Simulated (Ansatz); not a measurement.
**P: a two-dimensional strain map**

The task, for P: strain the cell in the xy plane and along z independently.

Program: Ansatz 0.2.0. Level of theory: DFT PBEsol, scalar-relativistic, plane waves, PAW. These are calculated values, not measurements.

## 1. Starting point

The structure is tetragonal, space group P4/mmm (No. 123). Conventional cell: a = 4.273 Å, b = 4.273 Å, c = 4.378 Å, α = 90.00°, β = 90.00°, γ = 90.00°. P (site symmetry 4/mmm) is surrounded by 6 P at 4.27 to 4.38 Å.

Coordinates:

```cif
data_structure
_symmetry_space_group_name_H-M 'P4/mmm'
_symmetry_Int_Tables_number 123
_cell_length_a 4.2729
_cell_length_b 4.2729
_cell_length_c 4.3780
_cell_angle_alpha 90.000
_cell_angle_beta 90.000
_cell_angle_gamma 90.000
_cell_volume 79.93
loop_
_atom_site_label
_atom_site_type_symbol
_atom_site_symmetry_multiplicity
_atom_site_Wyckoff_symbol
_atom_site_fract_x
_atom_site_fract_y
_atom_site_fract_z
_atom_site_occupancy
P1 P 1 a 0.00000 0.00000 0.00000 1
```

The cell is taken as given, not relaxed at this level.

## 2. The scan: a two-dimensional strain map

The cell is strained by p along both x and y and by q along z, with fractional coordinates fixed.

## 3. At p = -0.050, q = -0.050

The input, input.yaml:

```yaml
crystal:
  lattice:
    - [4.0592596145, 0.0, 0.0]
    - [0.0, 4.0592596145, 0.0]
    - [0.0, 0.0, 4.1591]
  atoms:
    - { symbol: P, position: [0.0, 0.0, 0.0] }
basis:
  ecutwfc: 420
kpoints:
  mp_grid: { grid: [12, 12, 12] }
hamiltonian:
  xc: pbesol
scf:
  occupations: { method: gaussian, width: 0.15 }
output:
  forces: true
  stress: true
  eigenvalues: true
```

The run is started by

```sh
ansatz run input.yaml --threads 1 --pin off --max-ram 1228MiB --backend cpu --events-out ev --progress --plain --runs-dir out
```

Further runs follow: point p = -0.050, q = 0.000; At p = -0.050, q = 0.050; At p = 0.000, q = -0.050; At p = 0.000, q = 0.050; At p = 0.050, q = -0.050; p = 0.050, q = 0.000; p = 0.050, q = 0.050; point p = -0.050, q = -0.025; p = -0.050, q = 0.025; point p = -0.025, q = -0.050; point p = -0.025, q = 0.000; p = -0.025, q = 0.050; At p = 0.000, q = -0.025; p = 0.000, q = 0.025.

**Question.** What will these runs give? Wanted: highest point; lowest point away from the origin.

As calculated:

| quantity | value |
| --- | --- |
| highest point | 255.0 meV/atom at (p, q) = (0.050, 0.050) |
| lowest point away from the origin | -323.9 meV/atom at (-0.050, -0.050) |

Of the points run, the lowest is (-0.050, -0.050), 323.9 meV/atom below the undisturbed cell, which was taken as given and not relaxed at this level. At |p| = |q| = 0.050, points where p and q have the same sign cost -34.4 meV/atom on average, those of opposite sign -39.6: stretching in the plane is cheaper with a contraction along z.
